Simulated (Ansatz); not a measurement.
# AlClH5NO: the cost of one run

Method: RKS PBE-D4/6-31G*, in Ansatz 0.2.0.

## (1) The structure to begin with

Bond lengths: Al1–O2 2.130 Å, O2–H3 1.010 Å, Al1–H4 1.560 Å, Al1–N5 1.920 Å, N5–H6 1.060 Å, N5–H7 1.060 Å, Al1–Cl8 2.530 Å. Angles: Al1–O2–H3 109.5°, O2–Al1–H4 120.0°, O2–Al1–N5 120.0°, O2–Al1–Cl8 71.6°, H4–Al1–N5 120.0°, H4–Al1–Cl8 96.8°, N5–Al1–Cl8 101.3°, Al1–N5–H6 120.0°, Al1–N5–H7 120.0°, H6–N5–H7 120.0°.

Structure file:

```xyz
9

Al    0.0000    0.0000    0.0000
O     0.0000    0.0000    2.1300
H    -0.9095   -0.2814    2.4671
H     1.3510    0.0000   -0.7800
N    -1.6627    0.0000   -0.9600
H    -2.3316   -0.8164   -0.8614
H    -1.9118    0.8164   -1.5886
Cl    0.1134    2.3983    0.7978
H     0.0597    1.2630    1.9417
```

## (2) A restrained relaxation towards end A

Springs on the bonds that form and break draw the guess towards this end; the thresholds are loose.

File input.yaml:

```yaml
crystal:
  periodic: [false, false, false]
  atoms:
    - { symbol: Al, position_ang: [0.0, 0.0, 0.0] }
    - { symbol: O, position_ang: [0.0, 0.0, 2.13] }
    - { symbol: H, position_ang: [-0.9095, -0.2814, 2.4671] }
    - { symbol: H, position_ang: [1.351, 0.0, -0.78] }
    - { symbol: "N", position_ang: [-1.6627, 0.0, -0.96] }
    - { symbol: H, position_ang: [-2.3316, -0.8164, -0.8614] }
    - { symbol: H, position_ang: [-1.9118, 0.8164, -1.5886] }
    - { symbol: Cl, position_ang: [0.1134, 2.3983, 0.7978] }
    - { symbol: H, position_ang: [0.0597, 1.263, 1.9417] }
basis:
  gaussian: { orbitals: "6-31G*" }
hamiltonian:
  xc: pbe
  dispersion: d4
relax:
  f_tol: 0.15
  max_steps: 25
  restrain:
    - { distance: [0, 7], at: 3.43, k: 30.0 }
    - { distance: [8, 1], at: 2.21, k: 30.0 }
    - { distance: [0, 1], at: 1.78, k: 30.0 }
    - { distance: [8, 7], at: 1.37, k: 30.0 }
```

Launch:

```sh
$ ansatz run input.yaml --threads 1 --pin off --max-ram 2048MiB --backend cpu --events-out ev --progress --plain --runs-dir out
```

Q: Estimate wall time and peak memory on 1 thread of Arm Neoverse V2, shared host.

About 26 s, with a peak of 0.14 GiB.
